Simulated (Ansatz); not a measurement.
# CH₇GaSSi: a ladder of functionals and wavefunction methods

One table from this session's results is given with a row withheld; the runs are named, their logs left out.

Computed with Ansatz 0.2.0, Gaussian basis. Level: functionals in def2-TZVPP, the program's frozen cores in correlated methods.

Levels to be run: LDA (SPW92), PBE-D4, revPBE-D4, BLYP-D4, r2SCAN-D4, B97M-V, PBE0-D4, B3LYP-D4, r2SCANh-D4, r2SCAN0-D4, HSE06-D4, BHLYP-D4, CAM-B3LYP-D4, LC-ωPBE, ωB97X-V, ωB97M-V, B2PLYP, PBE-QIDH; CCSD(T)/def2-SVP; CCSD(T)/def2-TZVPP; MP2/def2-QZVPP; extrapolation to the limit; RPA on PBE.

**Structure used throughout**

All runs share one geometry, relaxed beforehand with PBE0-D4 in a triple-zeta def2 set.

11 atoms, charge 0, spin multiplicity 1.

Atoms are counted from 1 here; the program's logs count them from 0.

Bond lengths: Si1–C2 1.878 Å, Si1–H5 1.484 Å, Si1–H6 1.490 Å, Si1–H7 1.488 Å, C2–S3 1.826 Å, C2–H8 1.092 Å, C2–H9 1.091 Å, S3–Ga4 2.191 Å, Ga4–H10 1.558 Å, Ga4–H11 1.563 Å. Angles: C2–Si1–H5 109.6°, C2–Si1–H6 111.1°, C2–Si1–H7 108.6°, H5–Si1–H6 109.3°, H5–Si1–H7 109.2°, H6–Si1–H7 109.0°, Si1–C2–S3 109.7°, Si1–C2–H8 110.8°, Si1–C2–H9 111.5°, S3–C2–H8 106.6°, S3–C2–H9 110.7°, H8–C2–H9 107.4°, C2–S3–Ga4 102.8°, S3–Ga4–H10 115.9°, S3–Ga4–H11 116.9°, H10–Ga4–H11 127.2°.

The first run:

The input, in.yaml:

```yaml
crystal:
  periodic: [false, false, false]
  atoms:
    - {symbol: Si, position_ang: [-1.171758, 1.154114, 0.054812]}
    - {symbol: C, position_ang: [0.647084, 0.860695, 0.417647]}
    - {symbol: S, position_ang: [1.404127, -0.079796, -0.952450]}
    - {symbol: Ga, position_ang: [0.818932, -2.144065, -0.506636]}
    - {symbol: H, position_ang: [-1.311817, 1.880899, -1.231861]}
    - {symbol: H, position_ang: [-1.814757, 1.946496, 1.140873]}
    - {symbol: H, position_ang: [-1.853371, -0.163835, -0.052365]}
    - {symbol: H, position_ang: [1.187592, 1.807791, 0.481608]}
    - {symbol: H, position_ang: [0.787170, 0.340288, 1.366498]}
    - {symbol: H, position_ang: [1.249148, -3.214232, -1.554665]}
    - {symbol: H, position_ang: [0.057660, -2.388354, 0.836548]}
basis:
  gaussian: {orbitals: def2-TZVPP}
hamiltonian: {xc: lda}
output: {orbitals: {seedname: orbitals}}
```

Started as:

```bash
$ ansatz run in.yaml --threads 2 --pin off --events-out ev --progress --plain --max-ram 32768MiB --backend cpu
```

Steps of the session up to this table: LDA; PBE-D4 (GGA); revPBE-D4 (GGA); BLYP-D4 (GGA); r2SCAN-D4 (meta-GGA); B97M-V (meta-GGA); B3LYP-D4 (hybrid); r2SCANh-D4 (hybrid); r2SCAN0-D4 (hybrid); HSE06-D4 (hybrid); BHLYP-D4 (hybrid); CAM-B3LYP-D4 (range-separated); LC-ωPBE (range-separated); ωB97X-V (range-separated); ωB97M-V (range-separated); B2PLYP (double hybrid); PBE-QIDH (double hybrid).

One table of the session follows, with a row left open; its other results are not shown here.

It belongs to the step «Frontier levels by functional». 

```
  functional  HOMO (eV)  LUMO (eV)  gap (eV)
 LDA (SPW92)      -6.08      -2.51      3.57
      PBE-D4      -5.94      -2.24      3.70
   revPBE-D4      -5.88      -2.12      3.76
     BLYP-D4      -5.79      -2.15      3.64
   r2SCAN-D4      -6.16      -2.01      4.15
      B97M-V      -6.29      -2.20      4.09
     PBE0-D4      -7.02      -1.47      5.55
    B3LYP-D4          ?          ?         ?
  r2SCANh-D4      -6.56      -1.74      4.83
  r2SCAN0-D4      -7.17      -1.34      5.83
    HSE06-D4      -6.63      -1.84      4.79
    BHLYP-D4      -7.99      -0.71      7.28
CAM-B3LYP-D4      -8.28      -0.57      7.71
     LC-ωPBE      -9.61       0.55     10.15
     ωB97X-V      -9.28       0.41      9.70
     ωB97M-V      -9.14       0.22      9.36
```

Estimate the missing values for B3LYP-D4.

Worked estimate for «HOMO (eV)». Against the share of exact exchange, BLYP-D4 (0, -5.79), BHLYP-D4 (0.5, -7.99) give a slope of -4.40 per unit share; at 0.2 the line stands at -6.67.

As computed: HOMO (eV): -6.81; LUMO (eV): -1.71; gap (eV): 5.10. In «HOMO (eV)» the line misses by +0.14.
